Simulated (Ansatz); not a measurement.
I need a geometry optimisation of Cl2GeH, SMILES [Cl][GeH][Cl]. Use the Python package of Ansatz (0.2.0). Settings: PBE, def2-SVP basis, multiplicity 2, D4 dispersion.

```yaml
atoms:
  - { symbol: Cl, position_ang: [-1.6863, 0.7124, -0.6085] }
  - { symbol: Ge, position_ang: [0.1857, -0.2194, -0.4264] }
  - { symbol: Cl, position_ang: [0.1768, -1.4202, 1.3594] }
  - { symbol: H, position_ang: [1.3793, 0.8669, -0.3448] }
```

`opt_cl2geh.py`:
```python
'''Relax the Cl2GeH molecule.'''

import itertools

import ansatz as az
from ase import Atoms
from ase.data import atomic_numbers, covalent_radii
import numpy as np


def main() -> None:
    atoms = Atoms(['Cl', 'Ge', 'Cl', 'H'], positions=[
        (-1.6863, 0.7124, -0.6085),
        (0.1857, -0.2194, -0.4264),
        (0.1768, -1.4202, 1.3594),
        (1.3793, 0.8669, -0.3448),
    ])
    molecule = az.Crystal.molecule_from_ase(atoms)

    calculation = (
        molecule.calculation()
        .basis(gaussian='def2-SVP')
        .functional('pbe', dispersion='d4')
        .spin('collinear', total=1)
    )
    symbols = [site.symbol for site in molecule.cartesian_sites]
    start = np.array([site.position_ang for site in molecule.cartesian_sites], dtype=float)
    def progress(event):
        if event['event'] == 'relax_step':
            row = event['data']
            print(f'step {row["step"]:3d}  E = {row["lagrangian_ev"]:.6f} eV  largest force component {row["allowed_force_max_ev_ang"]:.4f} eV/A')


    r = calculation.relax(force_tolerance=0.005).session().plan().execute(on_event=progress).report
    end = np.array(r['positions_ang'])

    for key in ('converged', 'free_energy_ev', 'reference_energy_ev', 'n_frozen', 'n_occupied', 'n_virtual'):
        print(f'{key:22s} {r[key]}')

    # pairs closer than 1.2 times the sum of covalent radii, before or after
    radius = [covalent_radii[atomic_numbers[s]] for s in symbols]
    span = lambda where, i, j: np.linalg.norm(where[i] - where[j])
    bonded = [(i, j) for i, j in itertools.combinations(range(len(symbols)), 2) if min(span(start, i, j), span(end, i, j)) < 1.2 * (radius[i] + radius[j])]
    print('pair        before    after (A)')
    for i, j in bonded:
        print(f'{symbols[i]}{i}-{symbols[j]}{j}'.ljust(10), f'{span(start, i, j):8.4f} {span(end, i, j):8.4f}')

    charges = r['charge_distribution']
    dipole = np.array(charges['dipole_moment_e_ang']) * 4.803205
    print('dipole (D): {:.3f} {:.3f} {:.3f}, length {:.3f}'.format(*dipole, np.linalg.norm(dipole)))
    print('atom  Mulliken   Lowdin')
    for symbol, m, l in zip(symbols, charges['mulliken_charges_e'], charges['lowdin_charges_e']):
        print(f'{symbol:4s} {m:9.3f} {l:8.3f}')
    with open('cl2geh_opt.xyz', 'w') as handle:
        handle.write(f'{len(symbols)}\nrelaxed Cl2GeH\n')
        handle.writelines(f'{s:2s} {x:11.6f} {y:11.6f} {z:11.6f}\n' for s, (x, y, z) in zip(symbols, end))


if __name__ == '__main__':
    main()
```

`python opt_cl2geh.py` gives:
```text
step   1  E = -81547.232179 eV  largest force component 1.6898 eV/A
step   2  E = -81547.334648 eV  largest force component 0.1984 eV/A
step   3  E = -81547.336960 eV  largest force component 0.0246 eV/A
step   4  E = -81547.337000 eV  largest force component 0.0026 eV/A
converged              True
free_energy_ev         -81547.33702679123
reference_energy_ev    -81547.22956697037
n_frozen               0
n_occupied             [34, 33]
n_virtual              [39, 40]
pair        before    after (A)
Cl0-Ge1      2.0990   2.1884
Ge1-Cl2      2.1520   2.1887
Ge1-H3       1.6160   1.5809
dipole (D): 1.269 0.181 -1.018, length 1.636
atom  Mulliken   Lowdin
Cl      -0.197    0.141
Ge       0.409   -0.239
Cl      -0.197    0.140
H       -0.015   -0.041
```

It writes `cl2geh_opt.xyz`:
```text
4
relaxed Cl2GeH
Cl   -1.702460    0.774697   -0.627041
Ge    0.215870   -0.267118   -0.472885
Cl    0.222190   -1.420158    1.387513
H     1.319900    0.852279   -0.307887
```

Notes:
- Total energies depend on the basis set; only differences at equal settings carry meaning.
- The end point is the stationary point reached from this start; no frequency run checks that it is a minimum, and the basis set is modest.
- The run takes the species as open-shell (spin multiplicity 2), which needn't be its ground state.
- The Löwdin charges here are taken after orthogonalising the functions within each atom; they differ from plain Löwdin charges, and their signs can be unphysical.
- Total less reference energy is the dispersion correction.
- Hardware and time: 12 s on 1 thread of Arm Neoverse V2, with other jobs on the host, peak memory 0.21 GiB.
